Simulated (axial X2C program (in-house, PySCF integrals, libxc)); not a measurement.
# A two-component session on BiAl⁺: EOM-IP-CCSD levels

Wanted for BiAl⁺: EOM-IP-CCSD levels, at the two-component level.

Computed with an in-house X2C program for linear molecules on PySCF integrals. Level: two-component X2C with atomic mean-field terms, Bi dyall-cv3z, Al dyall-v3z.

All values are calculated.

## (1) Input

Input file task.json:

```json
{"zs": [83, 13], "q": 1, "bas": ["dyall-cv3z", "dyall-v3z"], "r0": 2.77, "eom": "ip", "rq": 0, "thr": -2.0, "nmax": 95, "grid": [1, 0.96, 1.045, 0.92, 1.09, 1.15]}
```

Keys: zs atomic numbers; q charge; bas basis sets; r0 starting distance in Å; eom kind of EOM run; thr threshold in hartree for freezing inner shells (an s shell follows its p shell); nmax most natural virtual spinors; grid distances as factors.

Run with:

```sh
python soeom.py task.json out
```

Nuclei are Gaussian, cores are contracted, and the Gaunt term is on.

## (2) EOM-IP-CCSD at 2.680 Å

Reference: the closed shell BiAl; 18 electrons correlated, 84 virtual spinors; roots sought by Ω: 1/2: 4, 3/2: 3, 5/2: 1.

Output:

```text
two-component X2C + atomic mean field  HF
basis functions 204  fitting functions 1166  grid points 5084
iter        total energy     max residual
   1     -21779.200385487     1.08e+00
   2     -21779.235896593     1.41e-02
   3     -21779.236755398     2.71e-02
   4     -21779.236940876     4.57e-03
   5     -21779.236962915     8.31e-04
   6     -21779.236967899     9.75e-04
   7     -21779.236969180     2.58e-04
   8     -21779.236969558     9.26e-05
   9     -21779.236969657     1.05e-04
  10     -21779.236969684     2.34e-05
  11     -21779.236969689     7.25e-06
  12     -21779.236969690     4.23e-06
  13     -21779.236969690     6.25e-07
converged
one-electron -30188.09839290  Coulomb 8632.76392220  exact exchange -415.83796351  xc functional 0.00000000  nuclear repulsion 213.05306365  atomic mean-field constant -21.11759912
correlated 18  virtual 220  natural virtual 84  E(MP2) -0.580438622  MP2 remainder -0.074451658
iter   CCSD correlation   residual
   1     -0.471207514   1.73e-01
   2     -0.488407278   7.12e-02
   3     -0.489419296   3.36e-02
   4     -0.489434603   1.27e-02
   5     -0.489622969   5.43e-03
   6     -0.489612556   2.53e-03
   7     -0.489604025   9.06e-04
   8     -0.489616862   3.92e-04
   9     -0.489607780   1.74e-04
  10     -0.489610366   7.20e-05
  11     -0.489609464   2.40e-05
  12     -0.489609992   9.96e-06
  13     -0.489610026   4.50e-06
  14     -0.489610036   2.02e-06
(T) -0.013256087  T1 0.0138  D1 0.0318  max T2 0.089
EOM-IP-CCSD roots
2*Omega      energy/Eh   energy/eV  one-particle weight
    1       0.25166969      6.8483      0.956
    1       0.31952085      8.6946      0.943
    1       0.39267946     10.6854      0.073
    1       0.40014022     10.8884      0.314
    3       0.34513530      9.3916      0.000
    3       0.39073063     10.6323      0.000
    3       0.40627208     11.0552      0.000
    5       0.40371008     10.9855      0.000
```

T1 in the output is the amplitude norm over the root of the electron number; divide by √2 for the Lee–Taylor value.

| Ω | vertical IE (eV) | above lowest (cm⁻¹) | spinor | weight |
| --- | --- | --- | --- | --- |
| 1/2 | 6.848 | 0 | 34% Al pσ, 30% Bi pσ, 14% Al sσ | 0.96 |
| 1/2 | 8.695 | 14890 | 70% Bi pπ, 11% Al sσ | 0.94 |

Run time: 16 s. Hardware: 1 thread of Intel Xeon 6975P-C (Granite Rapids), shared host; peak memory 1 GiB.

## (3) EOM-IP-CCSD at 2.573 Å

| Ω | vertical IE (eV) | above lowest (cm⁻¹) | spinor | weight |
| --- | --- | --- | --- | --- |
| 1/2 | 6.887 | 0 | 35% Al pσ, 29% Bi pσ, 17% Al sσ | 0.95 |
| 1/2 | 8.816 | 15560 | 70% Bi pπ, 11% Al sσ, 7% Al pπ | 0.94 |

Wall time 18 s (1 thread of Intel Xeon 6975P-C (Granite Rapids), shared host); peak memory 1.1 GiB.

## (4) EOM-IP-CCSD at 2.801 Å

| Ω | vertical IE (eV) | above lowest (cm⁻¹) | spinor | weight |
| --- | --- | --- | --- | --- |
| 1/2 | 6.782 | 0 | 32% Al pσ, 32% Bi pσ, 16% Bi pπ | 0.96 |
| 1/2 | 8.575 | 14460 | 70% Bi pπ, 10% Al sσ, 7% Bi pσ | 0.94 |

It took 19 s on 1 thread of Intel Xeon 6975P-C (Granite Rapids), shared host; peak memory 1.1 GiB.

## (5) EOM-IP-CCSD at 2.466 Å

| Ω | vertical IE (eV) | above lowest (cm⁻¹) | spinor | weight |
| --- | --- | --- | --- | --- |
| 1/2 | 6.904 | 0 | 36% Al pσ, 27% Bi pσ, 20% Al sσ | 0.95 |
| 1/2 | 8.957 | 16560 | 69% Bi pπ, 11% Al sσ, 8% Al pπ | 0.94 |

It took 18 s on 1 thread of Intel Xeon 6975P-C (Granite Rapids), shared host; peak memory 1.1 GiB.

## (6) EOM-IP-CCSD at 2.921 Å

| Ω | vertical IE (eV) | above lowest (cm⁻¹) | spinor | weight |
| --- | --- | --- | --- | --- |
| 1/2 | 6.699 | 0 | 33% Bi pσ, 32% Al pσ, 19% Bi pπ | 0.96 |
| 1/2 | 8.470 | 14290 | 69% Bi pπ, 10% Bi pσ, 8% Al sσ | 0.94 |

It took 18 s on 1 thread of Intel Xeon 6975P-C (Granite Rapids), shared host; peak memory 1.1 GiB.

## (7) EOM-IP-CCSD at 3.082 Å

| Ω | vertical IE (eV) | above lowest (cm⁻¹) | spinor | weight |
| --- | --- | --- | --- | --- |
| 1/2 | 6.572 | 0 | 34% Bi pσ, 31% Al pσ, 22% Bi pπ | 0.96 |
| 1/2 | 8.344 | 14290 | 68% Bi pπ, 15% Bi pσ, 6% Al sσ | 0.94 |

Run time: 19 s. Hardware: 1 thread of Intel Xeon 6975P-C (Granite Rapids), shared host; peak memory 1.1 GiB.

## (8) Curves of the states

Energies in eV from the lowest point of the lowest state; states are followed by energy order within each Ω.

| R (Å) | (1)Ω=1/2 | (2)Ω=1/2 |
| --- | --- | --- |
| 2.466 | 0.7165 | 2.7695 |
| 2.573 | 0.4284 | 2.3575 |
| 2.680 | 0.2405 | 2.0868 |
| 2.801 | 0.1098 | 1.9031 |
| 2.921 | 0.0372 | 1.8084 |
| 3.082 | 0.0000 | 1.7722 |

## (9) What came out

| quantity | value |
| --- | --- |
| lowest root at 2.680 Å | Ω = 1/2, 6.848 eV |
| next root led by one particle | Ω = 1/2, about 14890 cm⁻¹ higher |
| T1 of the reference | 0.010 |

In words: Removing an electron from the reference determinant of BiAl costs 6.85 eV and empties a spinor of 34% Al pσ, 30% Bi pσ, 14% Al sσ. The closed-shell reference lies 0.34 eV above the lowest determinant found, so these energies count from an excited configuration. Errors of 0.1 to 0.3 eV are usual at this size, and roots led by higher excitations are left out, so the list is incomplete, and low states of that kind can be missing.
